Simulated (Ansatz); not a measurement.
LaI, space group P6_3/mmc, a frozen displacement of one atom

Computed with the Python package of Ansatz (0.2.0).

Notebook, run cell by cell (the value of a cell's last expression is shown):

**Cell 1**
```python
import ansatz
import numpy as np

vectors = np.array([
    [3.9292, 0.0, 0.0],
    [-1.9646, 3.402787, 0.0],
    [0.0, 0.0, 9.712],
])
crystal = (
    ansatz.Lattice.of(vectors)
    .atom("La", (0.0, 0.0, 0.0))
    .atom("La", (0.0, 0.0, 0.5))
    .atom("I", (1 / 3, 2 / 3, 0.25))
    .atom("I", (2 / 3, 1 / 3, 0.75))
)
```

**Cell 2**
```python
inverse = np.linalg.inv(np.array(crystal.lattice.vectors))
home = np.array(crystal.sites[1].position)
values = np.linspace(-0.05, 0.05, 5)
energies, pulls = [], []
for shift in values:
    moved = crystal.move(1, to=home + shift * inverse[1])
    job = moved.calculation().functional("LDA").kpoints(spacing=0.32).occupations("cold", width=0.05).forces()
    report = job.run(threads=1).report
    energies.append(report["free_energy_ev"])
    pulls.append(report["forces_ev_ang"][1][1])
```
Output:
```text
DeckWarning: basis.ecutwfc = 420 eV, auto-derived from the records' recommended cutoffs: set by La (normal level)
```

**Cell 3**
```python
# the force is minus the slope of the free energy
print("shift (A)   dE (eV)   force along y (eV/A)")
for shift, e, f in zip(values, energies, pulls):
    print(f"{shift:8.3f} {e - energies[2]:10.5f} {f:12.4f}")
print(f"stiffness from energies {2 * np.polyfit(values, energies, 2)[0]:.3f}, from forces {-np.polyfit(values, pulls, 1)[0]:.3f} eV/A^2")
```
Output:
```text
shift (A)   dE (eV)   force along y (eV/A)
  -0.050    0.00347       0.1386
  -0.025    0.00087       0.0693
   0.000    0.00000       0.0000
   0.025    0.00087      -0.0693
   0.050    0.00347      -0.1386
stiffness from energies 2.772, from forces 2.771 eV/A^2
```

The curvature of the energy gives 2.772 eV/Å² and the slope of the force 2.771 eV/Å², a positive curvature.

Reading the output:
- For a metal this k-point mesh is coarse: on a finer one energies can move by several to tens of meV an atom and pressures by half a GPa or more, differences at one mesh by less.
- In a metal a curvature from energy changes of a few meV or less hangs on mesh and smearing, in size and even in sign.
- The structure is a deposited one; some such entries were measured under pressure or heat, so a shift against it needn't be the functional's error alone.
- Warnings are shown shortened and without file and line.
- All periodic images of the atom move with it, so the curvature is one diagonal element of the zone-centre force constants and no normal mode; a positive value doesn't exclude soft modes in which several atoms move.
- Run time: 54 s on 1 thread of Arm Neoverse V2, with other jobs on the host, peak memory 0.47 GiB.
